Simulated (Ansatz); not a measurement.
# C₂H₅FO₂Si: one species, many methods

Aim: compute C₂H₅FO₂Si with functionals from several rungs and with coupled cluster, and see how far each lands from CCSD(T) at the basis-set limit for the atomisation energy.

The runs use Ansatz 0.2.0, Gaussian basis; functionals in def2-TZVPP, the program's frozen cores in correlated methods.

Levels to be run: LDA (SPW92), PBE-D4, revPBE-D4, BLYP-D4, r2SCAN-D4, B97M-V, PBE0-D4, B3LYP-D4, r2SCANh-D4, r2SCAN0-D4, HSE06-D4, BHLYP-D4, CAM-B3LYP-D4, LC-ωPBE, ωB97X-V, ωB97M-V, B2PLYP, PBE-QIDH; CCSD(T)/def2-SVP; CCSD(T)/def2-TZVPP; MP2/def2-QZVPP; extrapolation to the limit; RPA on PBE.

## (1) The relaxed structure

The geometry comes from an earlier relaxation with PBE0-D4 in a triple-zeta def2 set; it is a stationary point, not always the lowest conformer.

SMILES `CC(=O)O[SiH2]F`, 11 atoms, charge 0, spin multiplicity 1.

Atoms are counted from 1 here; the program's logs count them from 0.

Bond lengths: C1–C2 1.490 Å, C1–H7 1.087 Å, C1–H8 1.092 Å, C1–H9 1.092 Å, C2–O3 1.208 Å, C2–O4 1.338 Å, O4–Si5 1.688 Å, Si5–F6 1.592 Å, Si5–H10 1.472 Å, Si5–H11 1.472 Å. Angles: C2–C1–H7 110.0°, C2–C1–H8 109.5°, C2–C1–H9 109.5°, H7–C1–H8 110.3°, H7–C1–H9 110.3°, H8–C1–H9 107.1°, C1–C2–O3 125.8°, C1–C2–O4 114.0°, O3–C2–O4 120.2°, C2–O4–Si5 112.2°, O4–Si5–F6 102.3°, O4–Si5–H10 111.2°, O4–Si5–H11 111.2°, F6–Si5–H10 107.7°, F6–Si5–H11 107.7°, H10–Si5–H11 115.9°.

## (2) LDA

This LDA is Slater exchange with PW92 correlation.

Contents of in.yaml:

```yaml
crystal:
  periodic: [false, false, false]
  atoms:
    - {symbol: C, position_ang: [-0.092925, -1.158162, 1.587427]}
    - {symbol: C, position_ang: [0.270975, -0.502196, 0.299470]}
    - {symbol: O, position_ang: [1.178152, -0.828075, -0.428774]}
    - {symbol: O, position_ang: [-0.514038, 0.532345, -0.024334]}
    - {symbol: Si, position_ang: [-0.064719, 1.241136, -1.488505]}
    - {symbol: F, position_ang: [-1.129712, 2.415181, -1.636600]}
    - {symbol: H, position_ang: [0.585525, -1.982738, 1.789421]}
    - {symbol: H, position_ang: [-1.122107, -1.518667, 1.534214]}
    - {symbol: H, position_ang: [-0.050093, -0.424825, 2.395033]}
    - {symbol: H, position_ang: [1.269173, 1.857085, -1.393999]}
    - {symbol: H, position_ang: [-0.264830, 0.311817, -2.612753]}
basis:
  gaussian: {orbitals: def2-TZVPP}
hamiltonian: {xc: lda}
output: {orbitals: {seedname: orbitals}}
```

On the command line:

```
$ ansatz run in.yaml --threads 4 --pin off --events-out ev --progress --plain --max-ram 10444MiB
```

The runs that follow: PBE-D4 (GGA); revPBE-D4 (GGA); BLYP-D4 (GGA); r2SCAN-D4 (meta-GGA); B97M-V (meta-GGA); PBE0-D4 (hybrid); B3LYP-D4 (hybrid); r2SCANh-D4 (hybrid); r2SCAN0-D4 (hybrid); HSE06-D4 (hybrid); BHLYP-D4 (hybrid); CAM-B3LYP-D4 (range-separated); LC-ωPBE (range-separated); ωB97X-V (range-separated); ωB97M-V (range-separated); B2PLYP (double hybrid); PBE-QIDH (double hybrid); CCSD(T) in def2-SVP; CCSD(T) in def2-TZVPP; MP2 in def2-QZVPP; RPA on PBE orbitals.

Before running them: what should the planned runs give, taken together? Wanted: atomisation energy, CCSD(T)/CBS; farthest beyond LDA; mean size of error, GGA; mean size of error, meta-GGA; mean size of error, hybrid; mean size of error, range-separated; mean size of error, double hybrid; gap, smallest and largest; T1 diagnostic.

The runs gave:

```
                               quantity                                                                                   value
        atomisation energy, CCSD(T)/CBS                                                                               47.481 eV
    functionals within 0.237 eV (0.5 %)  BLYP-D4, r2SCAN-D4, B97M-V, PBE0-D4, HSE06-D4, CAM-B3LYP-D4, LC-ωPBE, ωB97X-V, ωB97M-V
                    farthest beyond LDA                                                                    BHLYP-D4 (-1.936 eV)
                mean size of error, GGA                                                                                0.474 eV
           mean size of error, meta-GGA                                                                                0.073 eV
             mean size of error, hybrid                                                                                0.644 eV
    mean size of error, range-separated                                                                                0.106 eV
      mean size of error, double hybrid                                                                                0.504 eV
              gap, smallest and largest                                               5.37 eV (LDA (SPW92)), 13.55 eV (LC-ωPBE)
                          T1 diagnostic                                                                                  0.0141
triples share of the correlation energy                                                                                   3.6 %
```

**Reading.** The LDA atomisation energy is off by 7.281 eV (15 %): it overbinds. PBE-D4 misses by +0.959 eV. Double hybrids carry the basis error of their MP2 part in triple zeta, and no dispersion term here, so their miss is partly the set-up's. The rungs meta-GGA, range-separated miss on average by less than the doubt on the reference (0.237 eV), so they tie. The reference freezes the cores and leaves out relativity and excitations past (T), so misses under about 0.237 eV can't be ranked. Hartree-Fock recovers 72 % of the binding; the rest is correlation. CCSD(T) in def2-SVP is off by -2.845 eV, more than most functionals: a good method in a small basis is no reference. Orbital gaps span 5.4 to 13.6 eV; exact exchange widens them.
